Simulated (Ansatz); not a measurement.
# FH2ISn: small, medium and large basis sets

An exercise on one series of results from a longer session: the logs are not shown, and one member is left open.

Computed with Ansatz 0.2.0, Gaussian basis. Level: one geometry, several basis sets.

Levels to be run: PBE0-D4/def2-SVP; ωB97M-V/def2-SVP; PBE0-D4/def2-QZVPP; ωB97M-V/def2-QZVPP; the functionals' def2-TZVPP values are taken from earlier runs.

## The geometry

An earlier PBE0-D4 in a triple-zeta def2 set relaxation fixed the geometry. Sn, I take the def2 core potential; no spin-orbit term is included.

SMILES `[F][SnH2][I]`, 5 atoms, charge 0, spin multiplicity 1.

Atoms are counted from 1 here; the program's logs count them from 0.

Bond lengths: F1–Sn2 1.918 Å, Sn2–I3 2.658 Å, Sn2–H4 1.697 Å, Sn2–H5 1.697 Å. Angles: F1–Sn2–I3 105.7°, F1–Sn2–H4 105.3°, F1–Sn2–H5 105.3°, I3–Sn2–H4 110.5°, I3–Sn2–H5 110.5°, H4–Sn2–H5 118.5°.

Coordinates:

```
F    -0.96374    0.03248    1.58715
Sn   -0.10447    0.13748   -0.12393
I     1.90562   -1.59871   -0.02885
H    -1.27429   -0.36966   -1.24430
H     0.48688    1.72482   -0.23137
```

Set-up of the first run:

The input, in.yaml:

```yaml
crystal:
  periodic: [false, false, false]
  atoms:
    - {symbol: F, position_ang: [-0.963742, 0.032477, 1.587150]}
    - {symbol: Sn, position_ang: [-0.104466, 0.137475, -0.123933]}
    - {symbol: I, position_ang: [1.905615, -1.598712, -0.028846]}
    - {symbol: H, position_ang: [-1.274286, -0.369659, -1.244305]}
    - {symbol: H, position_ang: [0.486879, 1.724820, -0.231366]}
basis:
  gaussian: {orbitals: def2-SVP}
hamiltonian: {xc: pbe0, dispersion: d4}
output: {orbitals: {seedname: orbitals}}
```

Launch:

```sh
$ ansatz run in.yaml --threads 2 --pin off --events-out ev --progress --plain --max-ram 32768MiB --backend cpu
```

Steps of the session up to this table: PBE0-D4 in def2-SVP; ωB97M-V in def2-SVP; PBE0-D4 in def2-QZVPP; ωB97M-V in def2-QZVPP.

One of the session's tables, all rows but one given; the rest of the session is left out.

It belongs to the step «Density functionals: the series». 

| functional | basis | HOMO (eV) | LUMO (eV) |
| --- | --- | --- | --- |
| PBE0-D4 | def2-SVP | ? | ? |
| PBE0-D4 | def2-TZVPP | -7.94 | -1.69 |
| PBE0-D4 | def2-QZVPP | -7.95 | -1.72 |
| ωB97M-V | def2-SVP | -9.95 | 0.41 |
| ωB97M-V | def2-TZVPP | -10.06 | 0.15 |
| ωB97M-V | def2-QZVPP | -10.07 | 0.03 |

Q: Estimate the row for PBE0-D4, def2-SVP from the others.

**Answer.** HOMO (eV): -7.86; LUMO (eV): -1.55. In the column «HOMO (eV)» it is the highest.
